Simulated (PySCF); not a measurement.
**C4H12Ge: geometry, NMR shifts, spin-spin couplings, electronic excitations and core binding energies, part 1 of 2**

What NMR shifts, spin-spin couplings, electronic excitations and core binding energies should C4H12Ge (`[CH3][Ge]([CH3])([CH3])[CH3]`) show?

Computed with PySCF 2.14.0, with density-fitted response routines of our own, on a single molecule in the gas phase. Atoms count from 0, in the outputs and in this text.

## 1. Starting geometry

17 atoms, charge 0, multiplicity 1; geometry from: GFN2-xTB. The atoms were then displaced at random by about 0.03 Å, so the start is not that level's minimum.

Bonds of the start (Å): C0–Ge1 2.00, Ge1–C2 2.00, Ge1–C3 1.89, Ge1–C4 1.99, C0–H5 1.18, C0–H6 1.01, C0–H7 1.12, C2–H8 1.18, C2–H9 1.02, C2–H10 1.07, C3–H11 1.15, C3–H12 1.07, C3–H13 1.11, C4–H14 1.11, C4–H15 1.07, C4–H16 1.14.

## 2. Geometry optimisation at PBE0-D3(BJ)/def2-SVP

The job: settings as JSON, then the geometry in Å.

```
{"job": {"xc": "PBE0", "basis": "def2-SVP", "d3": "d3bj", "grid": 1, "shake": 0.03, "kind": "geom"}, "charge": 0, "multiplicity": 1}
C     -0.165390    -1.123760    -1.655000
Ge    -0.010270    -0.008330    -0.004000
C     -0.128380     1.938110    -0.453390
C     -1.360960    -0.442700     1.251000
C      1.748940    -0.459870     0.800340
H     -1.222280    -0.863120    -2.102390
H     -0.096240    -2.116290    -1.470370
H      0.562500    -0.752320    -2.424560
H      0.223670     2.563290     0.484730
H     -1.083140     2.229920    -0.680490
H      0.569580     2.172050    -1.227760
H     -2.407610    -0.235570     0.828880
H     -1.518550    -1.472810     1.493260
H     -1.435480     0.134840     2.200030
H      1.771770    -1.516690     1.128770
H      2.572220    -0.221410     0.160300
H      1.937090     0.198130     1.711080
```

Run with:

```console
OMP_NUM_THREADS=1 python probes_run.py task.json out
```

The driver reads the jobs from task.json and runs them one after another.

The log of the run:

```text
step   0  E = -2235.82047374  max force = 0.104674
step   1  E = -2235.84905149  max force = 0.020775
step   2  E = -2235.85099169  max force = 0.004284
step   3  E = -2235.85123497  max force = 0.000953
step   4  E = -2235.85125750  max force = 0.000766
step   5  E = -2235.85128040  max force = 0.000535
step   6  E = -2235.85129796  max force = 0.000597
step   7  E = -2235.85133375  max force = 0.000776
step   8  E = -2235.85136197  max force = 0.000801
step   9  E = -2235.85137782  max force = 0.000395
step  10  E = -2235.85138143  max force = 0.000122
optimisation converged
```

Wall time 89 s (1 thread of Arm Neoverse V2, shared host); peak memory 0.59 GiB.

Along the way:

```
step  energy from step 0 (eV)  largest force component (eV/Å)
   0                   0.0000                          5.3826
   1                  -0.7776                          1.0683
   2                  -0.8304                          0.2203
   3                  -0.8371                          0.0490
   4                  -0.8377                          0.0394
   5                  -0.8383                          0.0275
   6                  -0.8388                          0.0307
   7                  -0.8397                          0.0399
   8                  -0.8405                          0.0412
   9                  -0.8409                          0.0203
  10                  -0.8410                          0.0063
```

Close pairs (by a distance rule), those that changed most:

```
  bond  before (Å)  after (Å)  change (Å)
 C0–H6       1.012      1.101      +0.089
 C2–H8       1.181      1.101      -0.081
 C2–H9       1.024      1.101      +0.077
 C0–H5       1.177      1.101      -0.076
Ge1–C3       1.894      1.958      +0.063
C3–H11       1.147      1.101      -0.047
Ge1–C2       2.001      1.958      -0.044
C0–Ge1       1.999      1.957      -0.041
```

The next job starts from the end point, and lists it.

```
                         at the end point                value
  point group (found at 0.08 Å tolerance)                   Td
rotational constants (GHz, main isotopes)  2.882, 2.879, 2.874
                        dipole moment (D)                 0.01
```

## 3. Shielding tensors: PBE0/pcSseg-1

The job: settings as JSON, then the geometry in Å.

```
{"job": {"kind": "nmr", "xc": "PBE0", "basis": "pcSseg-1"}, "charge": 0, "multiplicity": 1}
C     -0.262304    -1.037315    -1.633277
Ge    -0.001981     0.003882     0.003536
C     -0.091697     1.913299    -0.418753
C     -1.404578    -0.453076     1.290283
C      1.749128    -0.415548     0.771870
H     -1.239329    -0.812420    -2.087310
H     -0.224512    -2.116232    -1.418165
H      0.520443    -0.806877    -2.371817
H      0.043304     2.521527     0.488452
H     -1.066334     2.168893    -0.861842
H      0.694960     2.189321    -1.137341
H     -2.400122    -0.228039     0.878460
H     -1.369926    -1.524965     1.537875
H     -1.281859     0.118164     2.222984
H      1.823813    -1.487966     1.007619
H      2.555599    -0.161375     0.067428
H      1.912864     0.152199     1.700430
```

Level: GIAO PBE0/pcSseg-1 NMR shielding, non-relativistic, gas phase.

The log of the run:

```text
coarse grid: 57800 points
cycle   1  E = -2235.8646012651  dE = -7.035e-01  |g| = 9.842e-01  |ddm| = 3.506e+00
cycle   2  E = -2235.8294373012  dE =  3.516e-02  |g| = 1.030e+00  |ddm| = 1.060e+00
cycle   3  E = -2235.9749854005  dE = -1.455e-01  |g| = 6.541e-02  |ddm| = 6.212e-01
cycle   4  E = -2235.9754960493  dE = -5.106e-04  |g| = 1.697e-02  |ddm| = 5.362e-02
cycle   5  E = -2235.9755598057  dE = -6.376e-05  |g| = 2.224e-03  |ddm| = 1.715e-02
cycle   6  E = -2235.9755608296  dE = -1.024e-06  |g| = 6.564e-04  |ddm| = 2.366e-03
final grid: 122336 points
cycle   7  E = -2235.9755480730  dE = -7.599e-08  |g| = 6.553e-04  |ddm| = 2.399e-03
cycle   8  E = -2235.9755480620  dE =  1.104e-08  |g| = 8.139e-04  |ddm| = 1.423e-03
cycle   9  E = -2235.9755481795  dE = -1.176e-07  |g| = 9.449e-05  |ddm| = 6.473e-04
cycle  10  E = -2235.9755481808  dE = -1.275e-09  |g| = 2.006e-06  |ddm| = 7.648e-05
cycle  11  E = -2235.9755481808  dE =  5.002e-12  |g| = 1.825e-06  |ddm| = 5.505e-06
converged SCF energy = -2235.9755481808

GIAO shielding tensors (ppm)
atom      isotropic    diamagn.    paramagn.     s11        s22        s33       span
  0 C      185.315     252.089     -66.774    181.929    182.121    191.895      9.966
  1 Ge    1330.388    2757.264   -1426.877   1329.430   1330.424   1331.308      1.878
  2 C      185.386     252.074     -66.688    182.046    182.207    191.905      9.860
  3 C      185.358     252.080     -66.722    182.000    182.153    191.920      9.920
  4 C      185.365     252.082     -66.718    181.982    182.208    191.904      9.922
  5 H       31.186      30.781       0.405     26.206     28.239     39.112     12.906
  6 H       31.184      30.782       0.402     26.199     28.243     39.110     12.911
  7 H       31.182      30.778       0.403     26.196     28.232     39.117     12.922
  8 H       31.177      30.748       0.429     26.185     28.224     39.122     12.937
  9 H       31.180      30.757       0.422     26.188     28.237     39.115     12.927
 10 H       31.182      30.768       0.414     26.194     28.245     39.106     12.913
 11 H       31.181      30.764       0.416     26.192     28.236     39.113     12.921
 12 H       31.186      30.779       0.407     26.202     28.252     39.103     12.900
 13 H       31.181      30.755       0.426     26.192     28.221     39.131     12.939
 14 H       31.184      30.776       0.408     26.195     28.247     39.111     12.916
 15 H       31.184      30.771       0.413     26.194     28.234     39.123     12.929
 16 H       31.179      30.761       0.418     26.193     28.233     39.111     12.918
```

It took 18 s on 1 thread of Arm Neoverse V2, shared host; peak memory 0.76 GiB.

Shifts follow as δ = σ(reference) − σ, with reference shieldings (ppm) from runs at the same level and on the same kind of geometry: 1H TMS 31.27, 13C TMS 184.4, 73Ge GeMe4 1330. The references are single molecules in the gas phase. Atoms listed in one row are averaged.

```
                        atoms                               environment  σ (ppm)  δ (ppm)
               C0, C2, C3, C4                methyl carbon bonded to Ge    185.4     -0.9
H5, H6, H7, H8, H9 and 7 more  hydrogen on a methyl carbon bonded to Ge    31.18     0.09
                          Ge1                   germanium bonded to 4 C     1330        0
```

The run also stored atomic charges by several schemes (e):

```
         atoms  Mulliken    IAO  Hirshfeld  ESP fit
C0, C2, C3, C4     -0.54  -0.69      -0.21    -0.74
           Ge1      0.58   0.99       0.43     1.11
```

Mayer bond orders: C0–Ge1 1.01, Ge1–C2 1.01, Ge1–C3 1.01, Ge1–C4 1.01.

## 4. Spin-spin couplings: B3LYP/pcSseg-1+pcJ-1

The job, as its differences from that of step 3:

```diff
@@ -1,2 +1,2 @@
-{"job": {"kind": "nmr", "xc": "PBE0", "basis": "pcSseg-1"}, "charge": 0, "multiplicity": 1}
+{"job": {"kind": "j", "xc": "B3LYP", "basis": "pcJ-1"}, "charge": 0, "multiplicity": 1}
 C     -0.262304    -1.037315    -1.633277
```

Method: B3LYP/pcJ-1 Ge:pcSseg-1 indirect spin-spin coupling, non-relativistic, gas phase.

The log of the run:

```text
coarse grid: 57800 points
cycle   1  E = -2236.3938430700  dE = -7.211e-01  |g| = 1.092e+00  |ddm| = 3.138e+00
cycle   2  E = -2236.3127787889  dE =  8.106e-02  |g| = 1.234e+00  |ddm| = 1.256e+00
cycle   3  E = -2236.5384850200  dE = -2.257e-01  |g| = 7.137e-02  |ddm| = 7.668e-01
cycle   4  E = -2236.5392838695  dE = -7.988e-04  |g| = 1.164e-02  |ddm| = 5.925e-02
cycle   5  E = -2236.5393175890  dE = -3.372e-05  |g| = 4.078e-03  |ddm| = 1.725e-02
cycle   6  E = -2236.5393207765  dE = -3.188e-06  |g| = 8.937e-04  |ddm| = 3.004e-03
final grid: 122336 points
cycle   7  E = -2236.5392793618  dE = -1.021e-07  |g| = 8.662e-04  |ddm| = 2.828e-03
cycle   8  E = -2236.5392793059  dE =  5.593e-08  |g| = 1.001e-03  |ddm| = 1.583e-03
cycle   9  E = -2236.5392795485  dE = -2.426e-07  |g| = 1.457e-04  |ddm| = 8.071e-04
cycle  10  E = -2236.5392795503  dE = -1.817e-09  |g| = 5.357e-06  |ddm| = 6.550e-05
cycle  11  E = -2236.5392795503  dE = -5.002e-12  |g| = 4.055e-06  |ddm| = 9.179e-06
converged SCF energy = -2236.5392795503

Indirect spin-spin couplings (Hz)
  i      j    bonds     total        FC       PSO       DSO        SD
  0 C    2 C    2      4.292     4.510    -0.143    -0.076         -
  0 C    3 C    2      4.304     4.522    -0.143    -0.075         -
  0 C    4 C    2      4.270     4.488    -0.142    -0.076         -
  0 C    5 H    1    133.187   130.597     1.626     0.965         -
  0 C    6 H    1    133.127   130.534     1.627     0.965         -
  0 C    7 H    1    133.229   130.640     1.625     0.964         -
  0 C    8 H    3      6.134     6.503     0.264    -0.633         -
  0 C    9 H    3      0.012     0.080    -0.000    -0.068         -
  0 C   10 H    3     -0.038     0.034     0.002    -0.074         -
  0 C   11 H    3     -0.004     0.066     0.000    -0.070         -
  0 C   12 H    3     -0.005     0.064     0.000    -0.069         -
  0 C   13 H    3      6.141     6.509     0.264    -0.632         -
  0 C   14 H    3      0.015     0.084    -0.000    -0.069         -
  0 C   15 H    3     -0.040     0.033     0.003    -0.076         -
  0 C   16 H    3      6.123     6.493     0.264    -0.634         -
  2 C    3 C    2      4.261     4.479    -0.141    -0.077         -
  2 C    4 C    2      4.289     4.508    -0.142    -0.076         -
  2 C    5 H    3      0.006     0.074     0.000    -0.069         -
  2 C    6 H    3      6.108     6.478     0.264    -0.634         -
  2 C    7 H    3     -0.043     0.029     0.003    -0.075         -
  2 C    8 H    1    133.315   130.729     1.623     0.963         -
  2 C    9 H    1    133.273   130.685     1.624     0.964         -
  2 C   10 H    1    133.200   130.610     1.625     0.964         -
  2 C   11 H    3     -0.028     0.044     0.002    -0.074         -
  2 C   12 H    3      6.084     6.456     0.263    -0.635         -
  2 C   13 H    3     -0.030     0.043     0.003    -0.076         -
  2 C   14 H    3      6.099     6.470     0.264    -0.634         -
  2 C   15 H    3      0.000     0.069     0.001    -0.070         -
  2 C   16 H    3     -0.048     0.026     0.003    -0.077         -
  3 C    4 C    2      4.294     4.513    -0.142    -0.076         -
  3 C    5 H    3     -0.031     0.040     0.002    -0.073         -
  3 C    6 H    3      0.016     0.083    -0.001    -0.066         -
  3 C    7 H    3      6.139     6.507     0.264    -0.633         -
  3 C    8 H    3     -0.007     0.064     0.001    -0.073         -
  3 C    9 H    3     -0.049     0.025     0.003    -0.077         -
  3 C   10 H    3      6.095     6.467     0.263    -0.635         -
  3 C   11 H    1    133.222   130.633     1.625     0.964         -
  3 C   12 H    1    133.154   130.563     1.626     0.965         -
  3 C   13 H    1    133.212   130.623     1.625     0.963         -
  3 C   14 H    3     -0.038     0.033     0.002    -0.073         -
  3 C   15 H    3      6.113     6.483     0.264    -0.633         -
  3 C   16 H    3      0.005     0.075     0.000    -0.070         -
  4 C    5 H    3      6.109     6.479     0.264    -0.634         -
  4 C    6 H    3     -0.036     0.036     0.003    -0.074         -
  4 C    7 H    3     -0.002     0.067     0.000    -0.070         -
  4 C    8 H    3     -0.051     0.022     0.003    -0.077         -
  4 C    9 H    3      6.102     6.473     0.263    -0.634         -
  4 C   10 H    3      0.004     0.073     0.000    -0.070         -
  4 C   11 H    3      6.120     6.490     0.264    -0.633         -
  4 C   12 H    3     -0.016     0.054     0.001    -0.071         -
  4 C   13 H    3     -0.020     0.051     0.002    -0.073         -
  4 C   14 H    1    133.284   130.696     1.624     0.964         -
  4 C   15 H    1    133.320   130.733     1.624     0.964         -
  4 C   16 H    1    133.158   130.568     1.626     0.964         -
  5 H    6 H    2    -13.362   -14.416     2.788    -1.735         -
  5 H    7 H    2    -13.347   -14.400     2.792    -1.739         -
  5 H    8 H    4     -0.908    -0.294     1.019    -1.634         -
  5 H    9 H    4      0.169    -0.057    -0.669     0.895         -
  5 H   11 H    4      0.167    -0.052    -0.654     0.872         -
  5 H   13 H    4     -0.918    -0.299     1.024    -1.643         -
  5 H   14 H    4     -0.903    -0.285     1.024    -1.642         -
  5 H   15 H    4     -0.924    -0.302     1.021    -1.642         -
  5 H   16 H    4      0.806     1.902     1.278    -2.375         -
  6 H    7 H    2    -13.340   -14.392     2.791    -1.739         -
  6 H    8 H    4      0.811     1.906     1.279    -2.374         -
  6 H    9 H    4     -0.906    -0.290     1.019    -1.634         -
  6 H   10 H    4     -0.923    -0.299     1.025    -1.649         -
  6 H   12 H    4      0.171    -0.056    -0.672     0.899         -
  6 H   13 H    4     -0.902    -0.289     1.022    -1.635         -
  6 H   14 H    4      0.166    -0.054    -0.658     0.878         -
  6 H   16 H    4     -0.923    -0.302     1.019    -1.640         -
  7 H    8 H    4     -0.922    -0.300     1.026    -1.648         -
  7 H   10 H    4      0.157    -0.056    -0.646     0.859         -
  7 H   11 H    4     -0.908    -0.289     1.026    -1.644         -
  7 H   12 H    4     -0.910    -0.295     1.019    -1.634         -
  7 H   13 H    4      0.829     1.922     1.280    -2.373         -
  7 H   15 H    4      0.156    -0.061    -0.651     0.868         -
  7 H   16 H    4     -0.916    -0.296     1.025    -1.645         -
  8 H    9 H    2    -13.336   -14.388     2.794    -1.743         -
  8 H   10 H    2    -13.348   -14.400     2.793    -1.741         -
  8 H   12 H    4     -0.917    -0.294     1.022    -1.645         -
  8 H   13 H    4      0.154    -0.060    -0.648     0.861         -
  8 H   14 H    4     -0.927    -0.301     1.026    -1.651         -
  8 H   16 H    4      0.152    -0.057    -0.638     0.847         -
  9 H   10 H    2    -13.347   -14.401     2.791    -1.738         -
  9 H   11 H    4      0.155    -0.057    -0.645     0.857         -
  9 H   12 H    4     -0.928    -0.302     1.021    -1.647         -
  9 H   14 H    4      0.794     1.892     1.277    -2.374         -
  9 H   15 H    4     -0.909    -0.292     1.018    -1.635         -
  9 H   16 H    4     -0.928    -0.302     1.025    -1.651         -
 10 H   11 H    4     -0.922    -0.297     1.024    -1.648         -
 10 H   12 H    4      0.778     1.878     1.276    -2.376         -
 10 H   13 H    4     -0.925    -0.302     1.020    -1.644         -
 10 H   14 H    4     -0.909    -0.291     1.018    -1.636         -
 10 H   15 H    4      0.167    -0.057    -0.667     0.891         -
 11 H   12 H    2    -13.350   -14.403     2.791    -1.738         -
 11 H   13 H    2    -13.354   -14.406     2.793    -1.742         -
 11 H   14 H    4     -0.919    -0.298     1.022    -1.642         -
 11 H   15 H    4      0.810     1.905     1.278    -2.373         -
 11 H   16 H    4     -0.912    -0.293     1.023    -1.641         -
 12 H   13 H    2    -13.371   -14.424     2.790    -1.737         -
 12 H   14 H    4      0.164    -0.055    -0.657     0.875         -
 12 H   15 H    4     -0.913    -0.293     1.024    -1.643         -
 13 H   15 H    4     -0.915    -0.297     1.021    -1.639         -
 13 H   16 H    4      0.161    -0.058    -0.657     0.877         -
 14 H   15 H    2    -13.315   -14.367     2.795    -1.743         -
 14 H   16 H    2    -13.355   -14.408     2.792    -1.739         -
 15 H   16 H    2    -13.349   -14.401     2.793    -1.741         -
```

It took 61 s on 1 thread of Arm Neoverse V2, shared host; peak memory 1.1 GiB.

Couplings of 1 Hz or more, nine at most for each number of bonds, with means over like pairs (isotopes 13C, 1H):

```
 pair  bonds  J (Hz)  Fermi contact (Hz)  measured size
C0–H5      1   133.2               130.6          124.4
H5–H6      2   -13.3               -14.4              –
C0–C2      2     4.3                 4.5              –
C0–H8      3     2.0                 2.2              –
```

Measured values: liquid or solution; F. J. Weigert, PhD thesis, Caltech 1968 (Carbon-13 magnetic resonance spectroscopy).

The spin-dipole term was not solved, so all couplings lack that part.

The response was solved for the nuclei of C, H alone, so couplings that need other nuclei can be missing.

Shifts (PBE0/pcSseg-1, unscaled) and these couplings together give the proton spectrum at 300 MHz below.

1H NMR δ 0.09 (s, 12H).

## 5. TDDFT and polarisability: PBE0/def2-SVPD

The job, as its differences from that of step 4:

```diff
@@ -1,2 +1,2 @@
-{"job": {"kind": "j", "xc": "B3LYP", "basis": "pcJ-1"}, "charge": 0, "multiplicity": 1}
+{"job": {"kind": "uv", "xc": "PBE0", "basis": "def2-SVPD", "ip": true}, "charge": 0, "multiplicity": 1}
 C     -0.262304    -1.037315    -1.633277
```

Method: TDDFT PBE0/def2-SVPD, vertical, gas phase, core orbitals frozen in the response.

The log of the run:

```text
coarse grid: 57800 points
cycle   1  E = -2235.7678474337  dE = -6.732e-01  |g| = 6.167e-01  |ddm| = 5.032e+00
cycle   2  E = -2235.7475252632  dE =  2.032e-02  |g| = 6.992e-01  |ddm| = 1.344e+00
cycle   3  E = -2235.8488285679  dE = -1.013e-01  |g| = 1.379e-02  |ddm| = 7.343e-01
cycle   4  E = -2235.8488308627  dE = -2.295e-06  |g| = 1.185e-02  |ddm| = 3.414e-02
cycle   5  E = -2235.8488538844  dE = -2.302e-05  |g| = 4.684e-04  |ddm| = 1.366e-02
cycle   6  E = -2235.8488539365  dE = -5.211e-08  |g| = 2.039e-04  |ddm| = 1.704e-03
final grid: 122336 points
cycle   7  E = -2235.8488338634  dE = -1.507e-07  |g| = 2.057e-04  |ddm| = 9.846e-03
cycle   8  E = -2235.8488338647  dE = -1.376e-09  |g| = 2.254e-04  |ddm| = 9.738e-04
cycle   9  E = -2235.8488338764  dE = -1.166e-08  |g| = 2.901e-05  |ddm| = 3.735e-04
cycle  10  E = -2235.8488338765  dE = -9.095e-11  |g| = 4.388e-06  |ddm| = 4.590e-05
converged SCF energy = -2235.8488338765

Static polarisability (au): isotropic 81.268, principal 81.203 81.281 81.319

Singlet excitations
state   eV       nm        f      main configurations
  1   7.4572    166.3   0.06263   H->L 0.98
  2   7.4603    166.2   0.06350   H-1->L 0.98
  3   7.4636    166.1   0.06414   H-2->L 0.98
  4   8.4889    146.1   0.05269   H->L+1 0.70, H-1->L+2 0.11, H-1->L+3 0.09
  5   8.4920    146.0   0.05333   H->L+3 0.29, H-2->L+3 0.23, H-1->L+2 0.18
  6   8.4932    146.0   0.05230   H-2->L+2 0.31, H-1->L+3 0.25, H-1->L+1 0.12
  7   8.5050    145.8   0.00178   H-2->L+2 0.29, H->L+1 0.16, H-1->L+3 0.16
  8   8.5375    145.2   0.00007   H->L+2 0.53, H-1->L+1 0.12, H->L+3 0.11
  9   8.5392    145.2   0.00005   H-1->L+3 0.27, H->L+3 0.20, H-1->L+2 0.19
 10   8.5404    145.2   0.00001   H-1->L+1 0.54, H->L+3 0.20

Triplet excitations (Tamm-Dancoff, eV): 7.3044 7.3064 7.3091 8.0943
Vertical ionisation energy (delta-SCF) = 9.9370 eV
```

It took 65 s on 1 thread of Arm Neoverse V2, shared host; peak memory 0.86 GiB.

Frontier orbitals and where they lie:

```
orbital      eV                       atoms
 HOMO−3  -10.66   C0 20 %, C4 16 %, C3 16 %
 HOMO−2   -8.13  C2 32 %, Ge1 20 %, C3 19 %
 HOMO−1   -8.12  C4 37 %, Ge1 20 %, C3 10 %
   HOMO   -8.12  C0 34 %, Ge1 20 %, C3 14 %
   LUMO    0.42    Ge1 23 %, C2 8 %, C4 8 %
 LUMO+1    1.46   C0 23 %, H5 11 %, H7 10 %
 LUMO+2    1.46   C2 20 %, C4 12 %, H9 11 %
```

With each of the 10 states as a Gaussian band of 0.4 eV half-width at 1/e, the curve within the window shown has maxima at 166 nm (ε 7,700), 146 nm (ε 6,500) L/(mol cm). Beyond the last state computed it falls off for lack of states. The curve at chosen wavelengths:

(nm, ε (L/mol/cm)): (140, 3032), (142, 4734), (143, 5488), (145, 6413), (146, 6492), (148, 5901), (150, 4686), (151, 4037), (153, 3018), (154, 2751), (156, 2821), (158, 3645), (159, 4265), (161, 5672), (162, 6344), (164, 7363), (166, 7712), (167, 7602), (169, 6878), (170, 6323), (172, 5011), (174, 3662), (175, 3042), (177, 1990), (178, 1569), (180, 929)

Ground-state properties from the same run:

```
           property  computed
  dipole moment (D)      0.01
polarisability (Å³)     12.04
 HOMO–LUMO gap (eV)      8.54
      −ε(HOMO) (eV)      8.12
```

(Continued in part 2 of 2.)
